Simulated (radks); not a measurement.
# Spin polarisation of the 6p shell in Bi

One table from this session's results is given with a row withheld; the runs are named, their logs left out.

Program: radks (a radial shooting solver on a logarithmic mesh, Libxc functionals) version 1. Level of theory: scalar-relativistic Kohn-Sham, PBE, spin-polarised, spherical densities, finite nucleus. These are calculated values, not measurements, unless marked.

### Starting point

| Property | Result |
| --- | --- |
| element | bismuth (Z = 83) |
| charge | 0 |
| electrons | 83 |
| configuration | [Hg] 6p(up 1.5, down 1.5) |
| nuclear rms radius | 5.5211 fm |

A shell typed twice in an input gives spin up, then spin down.

The first run:

The run's settings:

```text
Z 83
configuration [Hg] 6p1.5 6p1.5
relativity scalar-relativistic
functional pbe,pbe
spin polarised
nucleus finite rms 5.5211 fm
c 137.035999084
```

Steps of the session up to this table: No moment.

One table of the session follows, with a row left open; its other results are not shown here.

From the orbitals of this run (lengths in bohr):

```
level     <r>  outermost maximum (interpolated)  90 % within  nodes
   4p  0.4026                             0.376        0.583      2
   4d  0.4225                             0.381        0.628      1
   5s       ?                                 ?            ?      ?
   4f  0.4410                             0.342        0.698      0
   5p  0.9481                             0.860         1.36      3
   5d   1.235                              1.03         1.86      2
   6s   2.174                              1.87         3.18      5
   6p   3.060                              2.46         4.66      4
```

**Question.** Estimate the row for 5s.

**Answer.** <r>: 0.8312; outermost maximum (interpolated): 0.771; 90 % within: 1.18; nodes: 4. In the column «<r>» it lies between 4f (0.4410) and 5p (0.9481).
